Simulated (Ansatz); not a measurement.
# GdRe (CsCl type): a single-point run

The task is a single-point run on GdRe (CsCl type). The structure is shown as the input types it.

Computed with Ansatz 0.2.0 (DFT PBE, scalar-relativistic, plane waves, PAW, unless a step's input says otherwise).

1 further run of the same task is left out (it didn't finish). Runs told in other sessions of the task aren't counted.

### 1 The starting structure

It takes space group Pm-3m (No. 221, cubic). The conventional cell has a = 3.460 Å, b = 3.460 Å, c = 3.460 Å, α = 90.00°, β = 90.00°, γ = 90.00°. Gd (site symmetry m-3m) has 8 Re at 3.00 Å in its first shell of neighbours. Re (site symmetry m-3m) is surrounded by 8 Gd at 3.00 Å.

Coordinates:

```cif
data_structure
_symmetry_space_group_name_H-M 'P 1'
_symmetry_Int_Tables_number 1
_cell_length_a 3.4599
_cell_length_b 3.4599
_cell_length_c 3.4599
_cell_angle_alpha 90.000
_cell_angle_beta 90.000
_cell_angle_gamma 90.000
_cell_volume 41.42
loop_
_atom_site_label
_atom_site_type_symbol
_atom_site_fract_x
_atom_site_fract_y
_atom_site_fract_z
_atom_site_occupancy
Gd1 Gd 0.00000 0.00000 0.00000 1
Re1 Re 0.50000 0.50000 0.50000 1
```

### 2 Input and run

File input.yaml:

```yaml
crystal:
  lattice:
    - [3.45990474, 0.0, 0.0]
    - [0.0, 3.45990474, 0.0]
    - [0.0, 0.0, 3.45990474]
  atoms:
    - { symbol: Gd, position: [0.0, 0.0, 0.0], spin: 7.0 }
    - { symbol: Re, position: [0.5, 0.5, 0.5] }
basis:
  ecutwfc: 420
  ecutrho_ratio: 4
kpoints:
  mp_grid: { grid: [10, 10, 10] }
hamiltonian:
  xc: pbe
scf:
  occupations: { method: fermi_dirac, width: 5.0 }
  max_iter: 60
output:
  forces: true
  stress: true
magnetization:
  spin_polarized: true
```

Started as:

```console
> ansatz run input.yaml --threads 2 --pin off --max-ram 2662MiB --backend cpu --events-out ev --progress --plain --runs-dir out
```

What happens when this is run?

The run converged and reported no error, with warnings (seeded moment not kept). It gives a pressure of 108 GPa, which is large; a structure far from rest gives such values too, whatever the setting.

In the input, scf.occupations.method is fermi_dirac; scf.occupations.width is 5.0. Occupations are smeared over electronvolts, wider than many features of the bands. A Fermi-Dirac width of 5 eV is an electron temperature of 58000 K.

The test: set scf.occupations.method to gaussian and scf.occupations.width to 0.05.
